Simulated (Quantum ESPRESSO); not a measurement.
This Quantum ESPRESSO 7.5 run on W needs a look.

Contents of pw.in:

```
&CONTROL
  calculation = 'relax'
  prefix = 'pwscf'
  outdir = './tmp'
  pseudo_dir = './pseudo'
  tprnfor = .true.
  disk_io = 'low'
  nstep = 30
  forc_conv_thr = 0.001
  etot_conv_thr = 0.0001
  max_seconds = 170
/
&SYSTEM
  ibrav = 0
  nat = 6
  ntyp = 2
  ecutwfc = 74
  nbnd = 55
  occupations = 'smearing'
  smearing = 'mp'
/
&ELECTRONS
  conv_thr = 1.2d-07
  electron_maxstep = 80
  mixing_beta = 0.3
  mixing_mode = 'local-TF'
/
&IONS
  upscale = 10
  ion_dynamics = 'bfgs'
/
ATOMIC_SPECIES
W    183.8400 W.upf
W9   183.8400 W.upf
CELL_PARAMETERS angstrom
   2.8708535316    0.0000000000    0.0000000000
   0.0000000000    2.8708535316    0.0000000000
   0.0000000000    0.0000000000   25.1500000000
ATOMIC_POSITIONS crystal
W9     0.5000000000    0.5000000000    0.2982107356  0 0 0
W9     0.0000000000    0.0000000000    0.3789264414  0 0 0
W9     0.5000000000    0.5000000000    0.4596421471  0 0 0
W      0.0000000000    0.0000000000    0.5403578529
W      0.5000000000    0.5000000000    0.6210735586
W      0.0000000000    0.0000000000    0.7017892644
K_POINTS automatic
4 4 1 0 0 0
```

Potentials or basis: PseudoDojo 0.4 SR PBEsol stringent.

Launch:

```console
$ OMP_NUM_THREADS=1 mpirun -n 2 pw.x -in pw.in > pw.out
```

pw.out:

```text
This program is part of the open-source Quantum ESPRESSO suite
     for quantum simulation of materials; please cite
         "P. Giannozzi et al., J. Phys.:Condens. Matter 21 395502 (2009);
         "P. Giannozzi et al., J. Phys.:Condens. Matter 29 465901 (2017);
         "P. Giannozzi et al., J. Chem. Phys. 152 154105 (2020);
     in publications or presentations arising from this work. More details at

 %%%%%%%%%%%%%%%%%%%%%%%%%%%%%%%%%%%%%%%%%%%%%%%%%%%%%%%%%%%%%%%%%%%%%%%%%%%%%%
     Error in routine  set_occupations (1):
      smearing requires a value for gaussian broadening (degauss)
 %%%%%%%%%%%%%%%%%%%%%%%%%%%%%%%%%%%%%%%%%%%%%%%%%%%%%%%%%%%%%%%%%%%%%%%%%%%%%%

     stopping ...

"abort". This may have caused other processes in the application to be
```

Problem. What happened, and what is wrong with the input?

Solution. The program refused the input. The input holds a flaw that was put in on purpose: smearing without a width (occupations = smearing; degauss = left out).
